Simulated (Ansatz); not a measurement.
**GeC2 (singlet): wave-function methods side by side, cc-pVDZ**

One table from this session's results is given with a row withheld; the runs are named, their logs left out.

The runs use Ansatz 0.2.0, Gaussian basis; cc-pVDZ, core rule «outside noble gas», up to 16 orbitals frozen.

To be run: UHF; CCSD(T) on RHF; CCSD(T) on UHF; BCCD(T) on RHF; CISD; CCSDT(Q) on RHF; CCSDT(Q) on UHF; CASSCF and MRCISD+Q, 8 electrons in 8 orbitals; CASSCF and NEVPT2, 8 electrons in 8 orbitals.

23 further runs of the same task are left out: 10 that didn't finish, 13 set aside as unsound or not needed.

## What is computed

The geometry is a PBE0/def2-TZVP stationary point (not a proven minimum) of the parent state, kept for this charge and spin. No spin-orbit coupling is included. The filled d shell of Ge may be among the frozen orbitals whatever the setting's name suggests; the logs give the count.

3 atoms, charge 0, spin multiplicity 1.

Atoms are counted from 1 here; the program's logs count them from 0.

Bond lengths: C1–C2 1.234 Å, C2–Ge3 1.890 Å. Angles: C1–C2–Ge3 180.0°.

The first run:

Contents of in.yaml:

```yaml
crystal:
  periodic: [false, false, false]
  atoms:
    - {symbol: C, position_ang: [0.000000, 0.000000, -1.452500]}
    - {symbol: C, position_ang: [0.000000, 0.000000, -0.218800]}
    - {symbol: Ge, position_ang: [0.000000, 0.000000, 1.671300]}
basis:
  gaussian: {orbitals: cc-pVDZ}
magnetization: {spin_polarized: true, initial_magnetization: 0}
hamiltonian: {xc: hf}
output: {orbitals: {seedname: orbitals}}
```

Started as:

```bash
$ ansatz run in.yaml --threads 1 --pin off --events-out ev --progress --plain --max-ram 2393MiB
```

Among the steps run: UHF; CCSD(T) on RHF; CCSD(T) on UHF; BCCD(T) on RHF; CISD; CCSDT(Q) on RHF; CCSDT(Q) on UHF; CASSCF and MRCISD+Q, 8 electrons in 8 orbitals; CASSCF and NEVPT2, 8 electrons in 8 orbitals.

One table of the session follows, with a row left open; its other results are not shown here.

It belongs to the step «Misses and costs». 

```
           method  from RCCSDT(Q) (meV)
              RHF               +9387.5
              UHF               +9384.0
             RMP2                     ?
             CISD               +1630.0
            RCCSD                +707.7
         RCCSD(T)                 +93.5
          BCCD(T)                 +86.6
           RCCSDT                 +74.1
        RCCSDT(Q)                     0
  CASSCF frontier               +6680.4
  NEVPT2 frontier               +1013.1
  MRCISD frontier                +713.4
MRCISD+Q frontier                 +97.2
```

Q: Estimate the row for RMP2 from the others.

The run gave: from RCCSDT(Q) (meV): +1171.6. In the column «from RCCSDT(Q) (meV)» it lies between NEVPT2 frontier (+1013.1) and CISD (+1630.0).

Not comparable, so not listed: CCSD(T) on UHF; CCSDT(Q) on UHF (they don't share determinant, frozen orbitals or solution with the rows shown, or repeat one).
